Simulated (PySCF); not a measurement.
# CH5B3Cl2: the cost of one run

Computed with PySCF 2.14.0, with density-fitted response routines of our own, on a single molecule in the gas phase. Atoms count from 0, in the outputs and in this text.

### 1 Starting geometry

11 atoms, charge 0, multiplicity 1; geometry from: GFN2-xTB. The atoms were then displaced at random by about 0.01 Å, so the start is not that level's minimum.

Bonds of the start (Å): B0–C1 1.60, C1–B2 1.58, C1–B3 1.55, B3–Cl4 1.71, B3–Cl5 1.75, B0–H6 1.15, B0–H7 1.17, C1–H8 1.07, B2–H9 1.15, B2–H10 1.18.

### 2 Optimising the geometry at PBE0-D3(BJ)/def2-SVP

The job: settings as JSON, then the geometry in Å.

```
{"job": {"xc": "PBE0", "basis": "def2-SVP", "d3": "d3bj", "grid": 1, "shake": 0.01, "kind": "geom"}, "charge": 0, "multiplicity": 1}
B      1.427200    -0.470180     0.135590
C     -0.065030    -0.250210    -0.411360
B     -0.151720     1.298600    -0.709000
B     -1.079180    -0.647450     0.690710
Cl    -1.177530     0.031960     2.254190
Cl    -2.283730    -1.857920     0.302900
H      2.176500    -1.051870    -0.514970
H      1.748150     0.008030     1.153270
H     -0.228270    -0.819340    -1.298090
H     -0.223890     1.658000    -1.797280
H     -0.104370     2.074540     0.178350
```

The run is started by

```sh
> OMP_NUM_THREADS=1 python probes_run.py task.json out
```

One launch serves the whole session: the jobs run in the order shown.

Q: Estimate the wall time and peak memory of this first job on 1 thread of Arm Neoverse V1, shared host.

About 49 s, with a peak of 0.52 GiB.
